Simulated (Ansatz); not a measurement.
A nudged elastic band was laid between two geometries of a periodic cell of 63 atoms, C62N (host C, host structure diamond, dopant N, one C atom removed), cell charge -1.

Computed with DFT PBE-D3(BJ), scalar-relativistic, plane waves, PAW in Ansatz. Settings: PAW set soft_1, cutoff 420 eV, k mesh 2x2x2, gaussian smearing 0.02 eV, no spin polarisation.

```
movable images  : 5
climbing image  : yes
spring          : 5.0 eV/Å²
optimiser       : fire
start path      : IDPP
force threshold : 0.05 eV/Å
iteration limit : 77
end points      : relaxed
```

First end point:

```xyz
63
Lattice="7.1400 0.0000 0.0000 0.0000 7.1400 0.0000 0.0000 0.0000 7.1400" Properties=species:S:1:pos:R:3
C 3.569 0.010 -0.006
C 4.477 0.901 0.891
C 5.379 1.802 -0.007
C 6.297 2.681 0.891
C 5.365 0.007 1.788
C 6.255 0.895 2.678
C 0.003 -0.007 -0.003
C 0.900 0.885 0.894
C 1.802 1.777 0.003
C 2.694 2.679 0.894
C 3.585 3.575 -0.003
C 4.488 4.473 0.871
C 5.299 5.419 0.040
C 6.245 6.230 0.871
C 1.790 -0.004 1.784
C 2.686 0.893 2.680
C 3.583 1.788 1.784
C 4.477 2.682 2.672
C 5.379 3.580 1.771
C 6.254 4.464 2.678
C 3.578 0.001 3.571
C 4.471 0.895 4.465
C 5.365 1.784 3.566
C 6.246 2.702 4.482
C 5.362 0.001 5.356
C 6.254 0.894 6.248
N 0.085 3.494 0.079
C 0.898 4.422 0.891
C 1.777 5.340 -0.007
C 2.678 6.242 0.891
C 0.010 1.777 1.796
C 0.900 2.679 2.688
C 1.802 3.569 1.796
C 2.684 4.463 2.678
C 3.572 5.354 1.788
C 4.471 6.248 2.677
C 0.000 0.010 3.563
C 0.897 0.901 4.471
C 1.791 1.788 3.577
C 2.678 2.682 4.471
C 3.569 3.578 3.563
C 4.474 4.459 4.468
C 5.362 5.357 3.571
C 6.260 6.245 4.468
C 1.794 0.007 5.359
C 2.684 0.895 6.249
C 3.572 1.784 5.359
C 4.489 2.702 6.239
C 5.300 3.534 5.294
C -0.001 5.340 1.771
C 0.897 6.242 2.672
C 0.004 3.575 3.579
C 0.877 4.473 4.482
C 1.795 5.354 3.566
C 2.683 6.248 4.465
C -0.001 1.802 5.373
C 0.897 2.681 6.291
C 1.777 3.580 5.372
C 2.685 4.464 6.248
C 3.577 5.357 5.356
C 4.474 6.245 6.254
C 0.046 5.419 5.293
C 0.877 6.230 6.239
```

Last end point:

Only the atoms that move by more than 0.05 Å are listed.
```
C4 6.208 2.614 0.956
C13 5.357 5.353 -0.042
N27 -0.971 4.541 -0.971
C28 0.956 4.502 0.956
C49 5.357 3.612 5.357
C57 0.956 2.614 6.208
C62 -0.042 5.353 5.357
```

(1) Which bonds break or form, and what moves?

(2) What energy profile does the band end with?

(3) What is the geometry of the highest image?

The band took 40 iterations and roughly 2.5 core-hours.

Results:

(1) The atom that moves furthest is N27, by 1.82 Å; four of its nearest neighbours are C28 1.48, C4 1.48, C57 1.48, C33 2.43 Å at the first end and C49 1.48, C62 1.48, C13 1.48, C42 2.43 Å at the last.

(2) It converged. The highest image is number 3 of 0 to 6, 4.22 eV above the ends, which have the same energy within 2 meV. Neighbouring images differ by up to 2.1 eV, so the band resolves the path poorly. By the program's own check the climbing image is of a kind that is not told: the force calls were inconclusive, a negative curvature could not be distinguished from the path's own, the only one lies far off the path, or fixed occupations may fill a level only in part (lowest curvatures found: -24.27 and 5.14 eV/Å²). Limits of this set-up: coarse k mesh, no spin, though dangling bonds at a vacancy may carry it, a typed lattice constant that wasn't relaxed here, charged cell in a uniform background, uncorrected.

| image | path coordinate (Å) | energy (eV) | C4–N27 (Å) | N27–C28 (Å) | N27–C57 (Å) |
| --- | --- | --- | --- | --- | --- |
| 0 | 0.00 | 0.00 | 1.48 | 1.48 | 1.48 |
| 1 | 0.34 | 0.89 | 1.51 | 1.59 | 1.66 |
| 2 | 0.68 | 3.01 | 1.57 | 1.80 | 1.94 |
| 3 | 1.03 | 4.22 | 1.74 | 2.07 | 2.19 |
| 4 | 1.39 | 2.97 | 2.05 | 2.33 | 2.39 |
| 5 | 1.74 | 0.93 | 2.42 | 2.53 | 2.55 |
| 6 | 2.09 | 0.00 | 2.73 | 2.73 | 2.73 |

(3) 
```xyz
63
Lattice="7.1400 0.0000 0.0000 0.0000 7.1400 0.0000 0.0000 0.0000 7.1400" Properties=species:S:1:pos:R:3:forces:R:3
C 3.592 -0.017 0.001 0.01 -0.01 0.00
C 4.463 0.885 0.892 0.00 0.00 0.00
C 5.336 1.784 -0.007 -0.01 0.00 -0.01
C 6.160 2.731 0.852 -0.01 0.02 -0.01
C 5.362 0.008 1.788 0.00 0.00 0.00
C 6.252 0.918 2.653 0.00 0.01 -0.01
C 0.000 -0.001 -0.003 0.00 0.00 0.00
C 0.888 0.911 0.875 0.00 0.00 0.00
C 1.784 1.791 -0.020 0.01 -0.01 0.00
C 2.670 2.683 0.885 0.00 -0.01 0.00
C 3.565 3.569 0.002 0.00 0.00 0.00
C 4.448 4.465 0.920 -0.01 -0.01 0.01
C 5.373 5.320 0.088 0.02 -0.03 0.01
C 6.259 6.241 0.907 0.00 0.00 0.01
C 1.785 0.014 1.777 0.00 0.00 0.00
C 2.680 0.897 2.674 0.00 0.00 0.00
C 3.566 1.787 1.782 0.00 0.00 0.00
C 4.459 2.675 2.689 0.00 0.00 0.00
C 5.330 3.574 1.799 -0.01 0.01 0.01
C 6.251 4.464 2.684 0.00 0.00 0.00
C 3.578 -0.002 3.572 0.00 0.00 0.00
C 4.474 0.882 4.466 0.00 0.00 0.00
C 5.362 1.781 3.565 0.00 0.00 0.00
C 6.255 2.674 4.474 0.00 0.00 0.00
C 5.375 -0.015 5.361 0.00 0.00 0.00
C 6.253 0.892 6.249 0.00 0.00 0.00
N -0.610 3.969 -0.309 -0.04 0.01 0.05
C 0.935 4.543 0.944 0.00 0.00 0.00
C 1.777 5.354 0.001 0.00 0.00 0.00
C 2.686 6.257 0.890 0.00 0.00 0.00
C -0.006 1.842 1.731 0.00 0.01 -0.01
C 0.885 2.697 2.659 0.00 0.00 0.00
C 1.772 3.588 1.768 0.00 0.00 0.00
C 2.688 4.469 2.686 0.00 0.00 0.00
C 3.562 5.362 1.797 0.00 0.00 0.00
C 4.472 6.247 2.687 0.00 0.00 0.00
C 0.012 0.025 3.547 0.00 0.01 -0.01
C 0.902 0.888 4.446 0.00 0.00 0.00
C 1.783 1.795 3.556 0.00 0.00 0.00
C 2.685 2.679 4.451 0.00 0.00 0.00
C 3.578 3.568 3.576 0.00 0.00 0.00
C 4.497 4.449 4.495 0.00 0.00 0.00
C 5.370 5.352 3.584 0.00 0.01 0.00
C 6.273 6.248 4.463 0.00 0.01 -0.01
C 1.805 0.005 5.351 0.00 0.00 0.00
C 2.699 0.874 6.241 0.01 -0.01 0.00
C 3.564 1.771 5.347 0.00 0.00 0.00
C 4.451 2.662 6.240 -0.01 0.00 0.00
C 5.335 3.489 5.349 -0.01 0.00 0.00
C 0.015 5.364 1.795 0.00 0.00 0.01
C 0.904 6.264 2.685 0.00 0.00 0.00
C -0.001 3.577 3.574 0.00 0.01 0.00
C 0.890 4.473 4.471 0.00 0.00 0.00
C 1.804 5.357 3.567 0.00 0.00 0.00
C 2.697 6.240 4.470 0.00 0.00 0.00
C 0.016 1.784 5.356 0.00 0.00 0.00
C 0.964 2.606 6.167 0.01 -0.02 0.00
C 1.778 3.565 5.360 0.00 0.00 0.00
C 2.676 4.457 6.254 0.00 -0.01 0.00
C 3.593 5.338 5.370 0.00 0.00 0.00
C 4.512 6.199 6.259 0.01 -0.01 0.00
C 0.085 5.437 5.275 0.00 0.01 -0.01
C 0.891 6.244 6.236 0.00 0.00 0.00
```

Run time: 55 min on 4 threads of Arm Neoverse V1, on a shared host, peak memory 4 GiB.
